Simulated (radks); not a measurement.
# Hf²⁺ in [Kr] 4d10 4f14 5p6 5d2 5f2: an all-electron calculation

Aim: the levels, the sizes of the orbitals and the parts of the energy of the hafnium ion Hf2+.

The numbers are computed with radks (a radial shooting solver on a logarithmic mesh, Libxc functionals) version 1 (scalar-relativistic Kohn-Sham, SOGGA, spin-polarised, spherical densities, finite nucleus; open shells are filled with parallel spins first), except any that are marked as measured or tabulated.

## (1) Starting point

| Quantity | Value |
| --- | --- |
| element | hafnium (Z = 72) |
| charge | +2 |
| electrons | 70 |
| configuration | [Kr] 4d10 4f14 5p6 5d2 5f2 |
| nuclear rms radius | 5.347 fm |

The outer shells:

Hf²⁺
```
[Kr] core
4d [↑↓][↑↓][↑↓][↑↓][↑↓]
4f [↑↓][↑↓][↑↓][↑↓][↑↓][↑↓][↑↓]
5p [↑↓][↑↓][↑↓]
5d [↑ ][↑ ][  ][  ][  ]
5f [↑ ][↑ ][  ][  ][  ][  ][  ]
```

## (2) Self-consistent calculation

Settings of this run:

```text
Z 72
configuration [Kr] 4d10 4f14 5p6 5d2 5f2
relativity scalar-relativistic
functional sogga,pbe
spin polarised
nucleus finite rms 5.347 fm
c 137.035999084
```

Q: Predict the outcome of this run.

The runs gave:

| quantity | value |
| --- | --- |
| total energy | -15064.0117 hartree |
| exchange-correlation share of it | 2.00 % |
| −T/E | 1.0952 |
| highest occupied level | 5f up, -7.790 eV |
| most extended occupied level | 5f up, <r> = 4.38 bohr |
| radius at density 0.001 e/bohr³ | 5.32 bohr |
| maxima of the radial density | 4 |

5 principal shells are occupied and 4 maxima appear in the radial density; where shells overlap, one shows as a shoulder or not at all. Relativity lifts −T/E to 1.095. This is not the tabulated ground configuration, so its levels and sizes aren't those of the ground state, and no measured value stands beside it.
